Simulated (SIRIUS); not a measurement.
The system is K.

```
K
1.0
    -2.69756    2.69756    2.69756
     2.69756   -2.69756    2.69756
     2.69756    2.69756   -2.69756
K
1
Direct
  0.00000 0.00000 0.00000
```

- Program: SIRIUS 7.12.0
- Task: single point
- Functional: PBEsol
- Potentials or basis: all-electron FP-LAPW
- Cutoff: 144 eV
- Basis: apw+lo standard
- k mesh: 7 × 7 × 7
- Occupations: fermi-dirac, width 0.05 eV
- Spin: no spin polarisation

On this cell: band gap on the k mesh none (metal or under the smearing width).

The same run follows on a disturbed copy (cell strained at random):

```
CELL_PARAMETERS angstrom
-2.62910 2.66761 2.60007
2.71869 -2.74448 2.76653
2.66008 2.77546 -2.67695
ATOMIC_POSITIONS crystal
K 0.99632 0.99168 0.00721
```

**Question.** What does the disturbed cell give?

**Answer.** The energy (extrapolated to zero smearing) moves by +1.3 meV/atom; band gap on the k mesh none (metal or under the smearing width).
